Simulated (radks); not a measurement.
# Ionisation of Sr: one atom, several choices of functional

The task here is to estimate one member of a computed series from the others.

The numbers are computed with radks (a radial shooting solver on a logarithmic mesh, Libxc functionals) version 1 (Dirac Kohn-Sham, spin-unpolarised, spherical densities, point nucleus), except any that are marked as measured or tabulated.

## What is computed

```
element       : strontium (Z = 38)
charge        : 0
electrons     : 38
configuration : [Kr] 5s2
ion           : Sr⁺, [Kr] 5s1
choices       : B86b exchange with PBE correlation; RPBE; HCTH/407; PW91; AM05; LDA (Slater exchange, VWN5 correlation); exchange-only LDA
```

Outer shells as boxes (Hund's rule):

Sr
```
[Kr] core
5s [↑↓]
```

Sr⁺
```
[Kr] core
5s [↑ ]
```

Set-up of the first run:

Input:

```text
Z 38
configuration [Kr] 5s2
relativity Dirac
functional b86_mgc,pbe
spin unpolarised
j_filling average
nucleus point
c 137.035999084
```

Among the steps run: B86b exchange with PBE correlation: Sr; B86b exchange with PBE correlation: Sr⁺; RPBE: Sr; RPBE: Sr⁺; HCTH/407: Sr; HCTH/407: Sr⁺; PW91: Sr; PW91: Sr⁺; AM05: Sr; AM05: Sr⁺; LDA (Slater exchange, VWN5 correlation): Sr; LDA (Slater exchange, VWN5 correlation): Sr⁺; exchange-only LDA: Sr; exchange-only LDA: Sr⁺.

One table of the session follows, with a row left open; its other results are not shown here.

```
                             functional  Δ-SCF (eV)  −ε(HOMO) (eV)  <r> HOMO (bohr)
     B86b exchange with PBE correlation       5.910          3.544            4.323
                                   RPBE       5.803          3.484            4.378
                               HCTH/407       5.860          3.528            4.407
                                   PW91       5.918          3.558            4.325
                                   AM05       5.838          3.480            4.328
LDA (Slater exchange, VWN5 correlation)       6.057          3.639            4.273
                      exchange-only LDA           ?              ?                ?
```

Q: Estimate the row for exchange-only LDA from the others.

As computed: Δ-SCF (eV): 5.215; −ε(HOMO) (eV): 2.842; <r> HOMO (bohr): 4.409. In the column «Δ-SCF (eV)» it is the lowest.

Spin polarisation and multiplet splitting are left out, so open shells lie too high by an amount that depends on their filling.
